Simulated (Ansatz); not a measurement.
# LaH3O3 (lanthanum hydroxide): the cost of one run

Computed with Ansatz 0.2.0 (DFT r2SCAN, scalar-relativistic, plane waves, PAW, and further levels as typed in the inputs, unless a step's input says otherwise).

## 1. The starting structure

The structure is hexagonal, space group P6_3/m (No. 176). The conventional cell has a = 6.529 Å, b = 6.529 Å, c = 3.859 Å, α = 90.00°, β = 90.00°, γ = 120.00°. Around La (site symmetry -6) lie 9 O at 2.52 to 2.61 Å. Around O (site symmetry m) lie 1 H at 0.96 Å. H (site symmetry m) is surrounded by 1 O at 0.96 Å.

Coordinates:

```cif
data_structure
_symmetry_space_group_name_H-M 'P 1'
_symmetry_Int_Tables_number 1
_cell_length_a 6.5290
_cell_length_b 6.5290
_cell_length_c 3.8590
_cell_angle_alpha 90.000
_cell_angle_beta 90.000
_cell_angle_gamma 120.000
_cell_volume 142.46
loop_
_atom_site_label
_atom_site_type_symbol
_atom_site_fract_x
_atom_site_fract_y
_atom_site_fract_z
_atom_site_occupancy
La1 La 0.33333 0.66667 0.25000 1
La2 La 0.66667 0.33333 0.75000 1
O1 O 0.38600 0.31000 0.25000 1
O2 O 0.69000 0.07600 0.25000 1
O3 O 0.92400 0.61400 0.25000 1
O4 O 0.61400 0.69000 0.75000 1
O5 O 0.31000 0.92400 0.75000 1
O6 O 0.07600 0.38600 0.75000 1
H1 H 0.27600 0.14200 0.25000 1
H2 H 0.85800 0.13400 0.25000 1
H3 H 0.86600 0.72400 0.25000 1
H4 H 0.72400 0.85800 0.75000 1
H5 H 0.14200 0.86600 0.75000 1
H6 H 0.13400 0.27600 0.75000 1
```

## 2. Relaxing cell and atoms: LaH3O3 (lanthanum hydroxide), no spin

File input.yaml:

```yaml
crystal:
  lattice:
    - [6.529, 0.0, 0.0]
    - [-3.2645, 5.6542798613, 0.0]
    - [0.0, 0.0, 3.859]
  atoms:
    - { symbol: La, position: [0.33333333, 0.66666667, 0.25] }
    - { symbol: La, position: [0.66666667, 0.33333333, 0.75] }
    - { symbol: O, position: [0.386, 0.31, 0.25] }
    - { symbol: O, position: [0.69, 0.076, 0.25] }
    - { symbol: O, position: [0.924, 0.614, 0.25] }
    - { symbol: O, position: [0.614, 0.69, 0.75] }
    - { symbol: O, position: [0.31, 0.924, 0.75] }
    - { symbol: O, position: [0.076, 0.386, 0.75] }
    - { symbol: H, position: [0.276, 0.142, 0.25] }
    - { symbol: H, position: [0.858, 0.134, 0.25] }
    - { symbol: H, position: [0.866, 0.724, 0.25] }
    - { symbol: H, position: [0.724, 0.858, 0.75] }
    - { symbol: H, position: [0.142, 0.866, 0.75] }
    - { symbol: H, position: [0.134, 0.276, 0.75] }
scf:
  occupations: { method: fixed }
output:
  forces: true
  stress: true
  eigenvalues: true
  write_density: true
  write_potential: true
  elf: true
  volumetric_format: npy
hamiltonian:
  xc: r2scan
basis:
  ecutwfc: 620
kpoints:
  mp_grid: { grid: [3, 3, 5] }
relax:
  f_tol: 0.003
  max_steps: 80
  cell: { stress_tol: 0.05 }
```

The run is started by

```
> ansatz run input.yaml --threads 16 --pin off --max-ram 24576MiB --backend cpu --events-out ev --progress --plain --runs-dir out
```

**Question.** How long does this run take on 16 threads of Intel Xeon 6975P-C (Granite Rapids), shared host, and how much memory does it need?

About 7 s, with a peak of 1.3 GiB.
